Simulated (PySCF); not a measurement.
# C2H2KN (K ... C2H2N): the cost of one run

Programs: PySCF 2.14.0, with routines of our own; each step states its level. All values are computed. Atoms count from 0.

### Step 1. The system as given

6 atoms, charge 0, high-spin multiplicity 3; geometry from: GFN2-xTB fragments, placed rigidly.

The system (radical pair): K···C2H2N. The radical centres are 6.18 Å apart, face to face; the spin sites are atom 0 (1 unpaired) and atoms 1, 2, 3, 4, 5 (1 unpaired).

### Step 2. Magnetic exchange: CASSCF and SC-NEVPT2/def2-TZVP (2,2)

The job: settings as JSON, then the geometry in Å.

```
{"job": {"kind": "cas", "basis": "def2-TZVP", "active": "magnetic", "zfs": true}, "charge": 0, "high_spin_multiplicity": 3, "spin_sites": [[[0], 1], [[1, 2, 3, 4, 5], 1]]}
K     -0.119300    -0.000200    -5.115100
C      0.580700    -0.000200     1.022900
C     -0.773700    -0.000900     1.023100
N     -1.936300    -0.000400     1.023000
H      1.125900    -0.926600     1.023000
H      1.122700     0.928200     1.023000
```

Level: CASSCF and SC-NEVPT2/def2-TZVP spin states, gas phase.

The run is started by

```sh
> OMP_NUM_THREADS=1 python exch_run.py task.json out
```

The driver reads the jobs from task.json and runs them one after another.

**Question.** How long does this first job take on 1 thread of Arm Neoverse N1, shared host, and how much memory does it need?

About 9.9 s, with a peak of 0.28 GiB.
